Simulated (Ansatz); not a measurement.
**NaTbBr4: properties of a relaxed candidate**

The task, for NaTbBr4: compute bands, density of states and charges.

Method: DFT PBE, scalar-relativistic, plane waves, PAW; 4f electrons in the core of a trivalent norm-conserving potential, in Ansatz 0.2.0.

1 further run of the same task is left out (set aside as unsound or not needed). Runs told in other sessions of the task aren't counted.

**1. The structure to begin with**

The structure is tetragonal, space group P4/mmm (No. 123). The conventional cell has a = 7.438 Å, b = 7.438 Å, c = 3.754 Å, α = 90.00°, β = 90.00°, γ = 90.00°. Around Na (site symmetry 4/mmm) lie 4 Br at 2.90 Å. Around Tb (site symmetry 4/mmm) lie 8 Br at 3.01 Å. Around Br (site symmetry m2m) lie 1 Na at 2.90 Å and 2 Tb at 3.01 Å.

As a file:

```
Na Tb Br
1.0
     7.43846    0.00000    0.00000
     0.00000    7.43846    0.00000
     0.00000    0.00000    3.75410
Na Tb Br
1 1 4
Direct
  0.50000 0.50000 0.50000
  0.00000 0.00000 0.00000
  0.22413 0.77587 0.50000
  0.77587 0.22413 0.50000
  0.22413 0.22413 0.50000
  0.77587 0.77587 0.50000
```

It is the end of an earlier relaxation with the same method, from a generated guess; it needn't be the stable form of this composition. At a tolerance of 0.02 Å it has space group P4/mmm (No. 123); it has 34.62 Å³/atom, an uncorrected energy of -1.55 eV/atom over the elements.

**2. Static run: bands, density of states and charges**

The input, input.yaml:

```yaml
crystal:
  lattice:
    - [7.4384610332, 0.0, 0.0]
    - [0.0, 7.4384610332, 0.0]
    - [0.0, 0.0, 3.754099655]
  atoms:
    - { symbol: Na, position: [0.5, 0.5, 0.5] }
    - { symbol: Tb, position: [0.0, 0.0, 0.0] }
    - { symbol: Br, position: [0.2241326217, 0.7758673783, 0.5] }
    - { symbol: Br, position: [0.7758673783, 0.2241326217, 0.5] }
    - { symbol: Br, position: [0.2241326217, 0.2241326217, 0.5] }
    - { symbol: Br, position: [0.7758673783, 0.7758673783, 0.5] }
basis:
  ecutwfc: 690
kpoints:
  mp_grid: { grid: [4, 4, 8] }
  band_path:
    path:
      - [[0.0, 0.0, 0.0], [0.0, 0.5, 0.0], [0.5, 0.5, 0.0], [0.0, 0.0, 0.0], [0.0, 0.0, 0.5], [0.0, 0.5, 0.5], [0.5, 0.5, 0.5], [0.0, 0.0, 0.5]]
      - [[0.0, 0.5, 0.0], [0.0, 0.5, 0.5]]
      - [[0.5, 0.5, 0.0], [0.5, 0.5, 0.5]]
    npoints: 14
hamiltonian:
  xc: pbe
  pseudopotentials:
    kind: paw
    azcp: { Tb: "pseudopotentials/pbe/nc/lanthanide_3plus/Tb.nc.azcp" }
scf:
  occupations: { method: gaussian, width: 0.02 }
  n_extra_bands: 15
output:
  forces: true
  stress: true
  eigenvalues: true
  populations: true
  dos: { projected: true, de: 0.02, nscf_kmesh: { grid: [6, 6, 12] } }
  bader: true
```

The run is started by

```bash
$ ansatz run input.yaml --threads 1 --pin off --max-ram 2560MiB --backend cpu --events-out ev --progress --plain --runs-dir out
```

**3. Bands, states and charges**

Edit input.yaml of step 2 so:

```diff
@@ -16,8 +16,2 @@
   mp_grid: { grid: [4, 4, 8] }
-  band_path:
-    path:
-      - [[0.0, 0.0, 0.0], [0.0, 0.5, 0.0], [0.5, 0.5, 0.0], [0.0, 0.0, 0.0], [0.0, 0.0, 0.5], [0.0, 0.5, 0.5], [0.5, 0.5, 0.5], [0.0, 0.0, 0.5]]
-      - [[0.0, 0.5, 0.0], [0.0, 0.5, 0.5]]
-      - [[0.5, 0.5, 0.0], [0.5, 0.5, 0.5]]
-    npoints: 14
 hamiltonian:
@@ -36,2 +30,2 @@
   dos: { projected: true, de: 0.02, nscf_kmesh: { grid: [6, 6, 12] } }
-  bader: true
+  bader: false
```

What does the calculation give? Wanted: gap.

As calculated:

| quantity | value |
| --- | --- |
| gap | 1.19 eV |

**Reading.** The gap is 1.19 eV. These runs have no spin-orbit coupling; with Tb it would split and shift bands. The lanthanide's 4f electrons sit in the core of its potential, so it is trivalent by construction and shows no f bands or moments.
